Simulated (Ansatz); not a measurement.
# Cs2Bi2B3Ir2: the cost of one run

Computed with Ansatz 0.2.0 (DFT PBE, scalar-relativistic, plane waves, PAW, unless a step names another level, unless a step's input says otherwise).

## Step 1: The structure to begin with

It takes space group P-3m1 (No. 164, trigonal). Conventional cell: a = 4.965 Å, b = 4.965 Å, c = 14.402 Å, α = 90.00°, β = 90.00°, γ = 120.00°. Cs (site symmetry 3m) has 3 Bi at 3.69 Å as nearest neighbours. B (site symmetry 2/m) has 2 Ir at 1.93 Å as nearest neighbours. Bi (site symmetry 3m) has 3 Ir at 3.04 Å and 6 B at 3.38 Å as nearest neighbours. Ir (site symmetry 3m) is surrounded by 3 B at 1.93 Å.

Coordinates:

```xyz
9
Lattice="4.9647 0.0000 0.0000 -2.4824 4.2996 0.0000 0.0000 0.0000 14.4019" Properties=species:S:1:pos:R:3 pbc="T T T"
Cs    2.4824    1.4332    4.6186
Cs    0.0000    2.8664    9.7832
B    -1.2412    2.1498    0.0000
B     2.4824    0.0000    0.0000
B     1.2412    2.1498    0.0000
Bi    0.0000    0.0000   12.1122
Bi    0.0000    0.0000    2.2897
Ir    2.4824    1.4332   13.1103
Ir    0.0000    2.8664    1.2915
```

It came out lowest among 26 distinct ends of the trial cells. At a tolerance of 0.05 Å it has space group P-3m1 (No. 164).

## Step 2: A stricter relaxation, on the response runs' mesh and smearing

input.yaml

```yaml
crystal:
  lattice:
    - [4.9647349589, 0.0, 0.0]
    - [-2.4823674795, 4.2995865975, 0.0]
    - [0.0, 0.0, 14.4018701505]
  atoms:
    - { symbol: Cs, position: [0.6666666667, 0.3333333333, 0.320696279] }
    - { symbol: Cs, position: [0.3333333333, 0.6666666667, 0.679303721] }
    - { symbol: B, position: [0.0, 0.5, 0.0] }
    - { symbol: B, position: [0.5, 0.0, 0.0] }
    - { symbol: B, position: [0.5, 0.5, 0.0] }
    - { symbol: Bi, position: [0.0, 0.0, 0.8410149434] }
    - { symbol: Bi, position: [0.0, 0.0, 0.1589850566] }
    - { symbol: Ir, position: [0.6666666667, 0.3333333333, 0.9103206873] }
    - { symbol: Ir, position: [0.3333333333, 0.6666666667, 0.0896793127] }
basis:
  ecutwfc: 420
kpoints:
  mp_grid: { grid: [6, 6, 2] }
hamiltonian:
  xc: pbe
scf:
  occupations: { method: gaussian, width: 0.1 }
output:
  forces: true
  stress: true
  eigenvalues: true
relax:
  adjacent_minimum: "off"
  f_tol: 0.001
  max_steps: 60
  cell: { stress_tol: 0.01 }
```

On the command line:

```console
$ ansatz run input.yaml --threads 3 --pin off --max-ram 7680MiB --backend cpu --events-out ev --progress --plain --runs-dir out
```

What time and memory should one allow on 3 threads of Intel Xeon at 2.50GHz (Skylake/Cascade Lake), shared host?

About 84 s, with a peak of 0.84 GiB.
